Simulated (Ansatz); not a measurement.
The system is LaBi2ClO4.

```
Bi La Cl O
1.0
     3.98890    0.00000    0.00000
     0.00000    3.98890    0.00000
     0.00000    0.00000    9.33319
Bi La Cl O
2 1 1 4
Direct
  0.50000 0.50000 0.72162
  0.50000 0.50000 0.27838
  0.00000 0.00000 0.00000
  0.00000 0.00000 0.50000
  0.50000 0.00000 0.83834
  0.50000 0.00000 0.16166
  0.00000 0.50000 0.83834
  0.00000 0.50000 0.16166
```

The cell is a database's computed one.

| Item | Value |
| --- | --- |
| Program | Ansatz 0.2.0 |
| Task | relaxation of cell and atoms |
| Functional | PBEsol |
| Potentials or basis | Ansatz PAW |
| Cutoff | 420 eV (not typed: the program's choice for these potentials) |
| k mesh | 7 × 7 × 3 |
| Occupations | fermi-dirac, width 0.05 eV |
| Spin | no spin polarisation |

At the start: volume 18.56 Å³/atom.

Problem. Where does the relaxation end?

Solution. It ends after 9 steps and the volume is 17.42 Å³/atom (-6.1 %); space group P4/mmm (No. 123, to 0.05 Å).

The path:
```tsv
step	energy change (eV)	largest force (eV/Å)	volume (Å³)
1	0.0000	0.3404	148.50
2	-0.0884	0.2577	137.50
3	-0.1230	0.0807	139.61
4	-0.1221	0.0947	140.20
5	-0.1246	0.0267	139.77
6	-0.1245	0.0010	139.83
7	-0.1097	0.0006	139.83
8	-0.1111	0.0017	139.38
9	-0.1100	0.0018	139.38
```

Final structure:
```yaml
crystal:
  lattice:
    - [3.93409, 0.00000, 0.00000]
    - [0.00000, 3.93409, 0.00000]
    - [0.00000, 0.00000, 9.00560]
  atoms:
    - { symbol: Bi, position: [0.50000, 0.50000, 0.71346] }
    - { symbol: Bi, position: [0.50000, 0.50000, 0.28654] }
    - { symbol: La, position: [0.00000, 0.00000, 0.00000] }
    - { symbol: Cl, position: [0.00000, 0.00000, 0.50000] }
    - { symbol: O, position: [0.50000, 0.00000, 0.83310] }
    - { symbol: O, position: [0.50000, 0.00000, 0.16690] }
    - { symbol: O, position: [0.00000, 0.50000, 0.83310] }
    - { symbol: O, position: [0.00000, 0.50000, 0.16690] }
```

Caveat: the plane-wave basis is chosen anew once the cell has moved, so the energies of steps on either side of that aren't comparable; the pressure holds a Pulay correction of +0.4 GPa for the finite cutoff; the PAW data sets come from PBE, with cores solved anew for the run's functional, which leaves a small shift of forces and pressure.
